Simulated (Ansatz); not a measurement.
# BClH6OSi: the cost of one run

Method: RKS PBE0/6-31G*, in Ansatz 0.2.0.

1 further run of the same task is left out (it didn't finish).

## 1. The starting structure

Bond lengths: B1–O2 1.760 Å, O2–H3 1.010 Å, B1–Cl4 1.860 Å, B1–H5 1.190 Å, B1–Si6 2.250 Å, Si6–H7 1.460 Å, Si6–H8 1.460 Å, Si6–H9 1.460 Å, O2–H10 1.121 Å, Si6–H10 1.423 Å. Angles (14 of 20 angles, heavy atoms first): O2–B1–Cl4 120.0°, O2–B1–Si6 71.6°, Cl4–B1–Si6 88.5°, B1–O2–H3 109.5°, B1–O2–H10 87.3°, O2–B1–H5 120.0°, Cl4–B1–H5 120.0°, H5–B1–Si6 110.0°, B1–Si6–H7 109.5°, B1–Si6–H8 109.5°, B1–Si6–H9 109.5°, B1–Si6–H10 62.9°, O2–H10–Si6 138.2°, H3–O2–H10 119.3°.

Coordinates:

```xyz
10

B     0.0000    0.0000    0.0000
O     0.0000    0.0000    1.7600
H    -0.9095   -0.2814    2.0971
Cl    1.6108    0.0000   -0.9300
H    -1.0305    0.0000   -0.5950
Si    0.4799    2.0806    0.7095
H     1.5736    2.0261    1.6751
H     0.8770    2.9042   -0.4288
H    -0.6992    2.6635    1.3432
H     0.2517    1.0914    1.7067
```

## 2. Pulling towards end A

Springs on the bonds that form and break draw the guess towards this end; the thresholds are loose.

Input file input.yaml:

```yaml
crystal:
  periodic: [false, false, false]
  atoms:
    - { symbol: B, position_ang: [0.0, 0.0, 0.0] }
    - { symbol: O, position_ang: [0.0, 0.0, 1.76] }
    - { symbol: H, position_ang: [-0.9095, -0.2814, 2.0971] }
    - { symbol: Cl, position_ang: [1.6108, 0.0, -0.93] }
    - { symbol: H, position_ang: [-1.0305, 0.0, -0.595] }
    - { symbol: Si, position_ang: [0.4799, 2.0806, 0.7095] }
    - { symbol: H, position_ang: [1.5736, 2.0261, 1.6751] }
    - { symbol: H, position_ang: [0.877, 2.9042, -0.4288] }
    - { symbol: H, position_ang: [-0.6992, 2.6635, 1.3432] }
    - { symbol: H, position_ang: [0.2517, 1.0914, 1.7067] }
basis:
  gaussian: { orbitals: "6-31G*" }
hamiltonian:
  xc: pbe0
relax:
  f_tol: 0.15
  max_steps: 25
  restrain:
    - { distance: [0, 5], at: 3.15, k: 30.0 }
    - { distance: [9, 1], at: 2.21, k: 30.0 }
    - { distance: [0, 1], at: 1.41, k: 30.0 }
    - { distance: [9, 5], at: 1.46, k: 30.0 }
output:
  orbitals: {}
```

On the command line:

```
ansatz run input.yaml --threads 1 --pin off --max-ram 2048MiB --backend cpu --events-out ev --progress --plain --runs-dir out
```

What time and memory should one allow on 1 thread of Intel Xeon Platinum 8488C (Sapphire Rapids), shared host?

About 37 s, with a peak of 0.18 GiB.
